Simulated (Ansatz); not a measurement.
**C7H6: a ladder of functionals and wavefunction methods**

An exercise on one series of results from a longer session: the logs are not shown, and one member is left open.

Computed with Ansatz 0.2.0, Gaussian basis. Level: functionals in def2-TZVPP, the program's frozen cores in correlated methods.

Plan: LDA (SPW92), PBE-D4, revPBE-D4, BLYP-D4, r2SCAN-D4, B97M-V, PBE0-D4, B3LYP-D4, r2SCANh-D4, r2SCAN0-D4, HSE06-D4, BHLYP-D4, CAM-B3LYP-D4, LC-ωPBE, ωB97X-V, ωB97M-V, B2PLYP, PBE-QIDH; CCSD(T)/def2-SVP; CCSD(T)/def2-TZVPP; MP2/def2-QZVPP; extrapolation to the limit; RPA on PBE.

## The relaxed structure

The geometry comes from an earlier relaxation with PBE0-D4 in a triple-zeta def2 set; it is a stationary point, not always the lowest conformer.

13 atoms, charge 0, spin multiplicity 1.

Atoms are counted from 1 here; the program's logs count them from 0.

Bond lengths: C1–C2 1.200 Å, C1–H8 1.064 Å, C2–C3 1.438 Å, C3–C4 1.438 Å, C3–C6 1.523 Å, C3–C7 1.523 Å, C4–C5 1.200 Å, C5–H9 1.064 Å, C6–C7 1.482 Å, C6–H10 1.082 Å, C6–H11 1.082 Å, C7–H12 1.082 Å, C7–H13 1.082 Å. Angles: C2–C1–H8 179.6°, C1–C2–C3 179.3°, C2–C3–C4 116.2°, C2–C3–C6 117.5°, C2–C3–C7 117.5°, C4–C3–C6 117.5°, C4–C3–C7 117.5°, C6–C3–C7 58.2°, C3–C4–C5 179.3°, C4–C5–H9 179.6°, C3–C6–C7 60.9°, C3–C6–H10 115.8°, C3–C6–H11 115.8°, C7–C6–H10 118.6°, C7–C6–H11 118.6°, H10–C6–H11 115.8°, C3–C7–C6 60.9°, C3–C7–H12 115.8° and more.

The first run:

in.yaml reads:

```yaml
crystal:
  periodic: [false, false, false]
  atoms:
    - {symbol: C, position_ang: [-1.195781, -2.285587, 0.696444]}
    - {symbol: C, position_ang: [-0.687022, -1.242832, 0.389283]}
    - {symbol: C, position_ang: [-0.061512, -0.002854, 0.018132]}
    - {symbol: C, position_ang: [-0.891173, 1.169677, 0.076420]}
    - {symbol: C, position_ang: [-1.571754, 2.157305, 0.120253]}
    - {symbol: C, position_ang: [1.010759, -0.052242, -1.062361]}
    - {symbol: C, position_ang: [1.416325, 0.164747, 0.346136]}
    - {symbol: H, position_ang: [-1.652866, -3.206648, 0.969957]}
    - {symbol: H, position_ang: [-2.180542, 3.028960, 0.161281]}
    - {symbol: H, position_ang: [1.032331, 0.788692, -1.742461]}
    - {symbol: H, position_ang: [1.185616, -1.022493, -1.507567]}
    - {symbol: H, position_ang: [1.874433, -0.653950, 0.884694]}
    - {symbol: H, position_ang: [1.721176, 1.157234, 0.649792]}
basis:
  gaussian: {orbitals: def2-TZVPP}
hamiltonian: {xc: lda}
output: {orbitals: {seedname: orbitals}}
```

Launch:

```sh
> ansatz run in.yaml --threads 4 --pin off --events-out ev --progress --plain --max-ram 10444MiB
```

Among the steps run: LDA; PBE-D4 (GGA); revPBE-D4 (GGA); BLYP-D4 (GGA); r2SCAN-D4 (meta-GGA); B97M-V (meta-GGA); PBE0-D4 (hybrid); B3LYP-D4 (hybrid); r2SCANh-D4 (hybrid); r2SCAN0-D4 (hybrid); HSE06-D4 (hybrid); BHLYP-D4 (hybrid); CAM-B3LYP-D4 (range-separated); LC-ωPBE (range-separated); ωB97X-V (range-separated); ωB97M-V (range-separated); B2PLYP (double hybrid); PBE-QIDH (double hybrid).

One table of the session follows, with a row left open; its other results are not shown here.

It belongs to the step «Frontier levels by functional». 

| functional | HOMO (eV) | LUMO (eV) | gap (eV) |
| --- | --- | --- | --- |
| LDA (SPW92) | -6.17 | -0.83 | 5.34 |
| PBE-D4 | -5.98 | -0.57 | 5.41 |
| revPBE-D4 | -5.91 | -0.47 | 5.44 |
| BLYP-D4 | -5.82 | -0.43 | 5.39 |
| r2SCAN-D4 | ? | ? | ? |
| B97M-V | -6.17 | -0.22 | 5.95 |
| PBE0-D4 | -7.09 | 0.44 | 7.53 |
| B3LYP-D4 | -6.87 | 0.21 | 7.08 |
| r2SCANh-D4 | -6.57 | 0.07 | 6.64 |
| r2SCAN0-D4 | -7.20 | 0.61 | 7.81 |
| HSE06-D4 | -6.69 | 0.06 | 6.75 |
| BHLYP-D4 | -8.06 | 1.53 | 9.59 |
| CAM-B3LYP-D4 | -8.37 | 1.57 | 9.94 |
| LC-ωPBE | -9.71 | 2.78 | 12.49 |
| ωB97X-V | -9.33 | 2.66 | 11.98 |
| ωB97M-V | -9.22 | 2.49 | 11.71 |

**Question.** Estimate the row for r2SCAN-D4.

Worked estimate for «HOMO (eV)». Against the share of exact exchange, r2SCANh-D4 (0.1, -6.57), r2SCAN0-D4 (0.25, -7.20) give a slope of -4.20 per unit share; at 0 the line stands at -6.15.

The run gave: HOMO (eV): -6.15; LUMO (eV): -0.29; gap (eV): 5.86. In «HOMO (eV)» the line misses by 0.00.
